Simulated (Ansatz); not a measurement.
# C2H6GeS: a ladder of functionals and wavefunction methods

An exercise on one series of results from a longer session: the logs are not shown, and one member is left open.

Computed with Ansatz 0.2.0, Gaussian basis. Level: functionals in def2-TZVPP, the program's frozen cores in correlated methods.

The runs, in order: PBE-D4, r2SCAN-D4, PBE0-D4, B3LYP-D4, ωB97X-V, ωB97M-V, B2PLYP; CCSD(T)/def2-TZVPP; MP2/def2-QZVPP; extrapolation to the limit.

## The geometry

The geometry comes from an earlier relaxation with PBE0-D4 in a triple-zeta def2 set; it is a stationary point, not always the lowest conformer.

SMILES `S[CH]1[CH2][GeH2]1`, 10 atoms, charge 0, spin multiplicity 1.

Atoms are counted from 1 here; the program's logs count them from 0.

Bond lengths: S1–C2 1.782 Å, S1–H5 1.343 Å, C2–C3 1.528 Å, C2–Ge4 1.953 Å, C2–H6 1.086 Å, C3–Ge4 1.939 Å, C3–H7 1.084 Å, C3–H8 1.085 Å, Ge4–H9 1.520 Å, Ge4–H10 1.523 Å. Angles: C2–S1–H5 98.5°, S1–C2–C3 114.4°, S1–C2–Ge4 121.5°, S1–C2–H6 114.2°, C3–C2–Ge4 66.4°, C3–C2–H6 114.6°, Ge4–C2–H6 116.8°, C2–C3–Ge4 67.4°, C2–C3–H7 116.5°, C2–C3–H8 116.2°, Ge4–C3–H7 119.0°, Ge4–C3–H8 116.7°, H7–C3–H8 113.5°, C2–Ge4–C3 46.2°, C2–Ge4–H9 117.2°, C2–Ge4–H10 117.7°, C3–Ge4–H9 118.5°, C3–Ge4–H10 118.4° and more.

Set-up of the first run:

in.yaml reads:

```yaml
crystal:
  periodic: [false, false, false]
  atoms:
    - {symbol: S, position_ang: [-1.710121, 0.447101, -1.187452]}
    - {symbol: C, position_ang: [-0.099320, 0.589814, -0.437748]}
    - {symbol: C, position_ang: [0.797810, -0.632412, -0.630463]}
    - {symbol: Ge, position_ang: [0.337294, -0.330678, 1.228830]}
    - {symbol: H, position_ang: [-2.413537, 1.141627, -0.278841]}
    - {symbol: H, position_ang: [0.390292, 1.542692, -0.614482]}
    - {symbol: H, position_ang: [1.813447, -0.441048, -0.958755]}
    - {symbol: H, position_ang: [0.341214, -1.490133, -1.112460]}
    - {symbol: H, position_ang: [-0.752364, -1.185802, 1.855019]}
    - {symbol: H, position_ang: [1.378385, 0.307739, 2.139354]}
basis:
  gaussian: {orbitals: def2-TZVPP}
hamiltonian: {xc: pbe, dispersion: d4}
output: {forces: true, orbitals: {seedname: orbitals}}
```

Started as:

```console
> ansatz run in.yaml --threads 4 --pin off --events-out ev --progress --plain --max-ram 10444MiB
```

Steps of the session up to this table: PBE-D4 (GGA); r2SCAN-D4 (meta-GGA); PBE0-D4 (hybrid); B3LYP-D4 (hybrid); ωB97X-V (range-separated); ωB97M-V (range-separated); B2PLYP (double hybrid); CCSD(T) in def2-TZVPP; MP2 in def2-QZVPP.

One of the session's tables, all rows but one given; the rest of the session is left out.

```
            method  atomisation energy (kJ/mol)
            PBE-D4                       3372.5
         r2SCAN-D4                       3329.0
           PBE0-D4                            ?
          B3LYP-D4                       3292.7
           ωB97X-V                       3329.7
           ωB97M-V                       3315.2
            B2PLYP                       3262.4
     HF/def2-TZVPP                       2349.8
    MP2/def2-TZVPP                       3273.9
   CCSD/def2-TZVPP                       3185.2
CCSD(T)/def2-TZVPP                       3241.4
           MP2/CBS                       3357.1
       CCSD(T)/CBS                       3324.5
```

**Question.** Estimate the row for PBE0-D4.

The run gave: atomisation energy (kJ/mol): 3326.6. In the column «atomisation energy (kJ/mol)» it lies between CCSD(T)/CBS (3324.5) and r2SCAN-D4 (3329.0).

Limits of these values: Free atoms (1 S, 2 C, 1 Ge, 6 H) were run apart at each level; the atomisation energy is their sum less the molecule, without zero-point or spin-orbit terms.
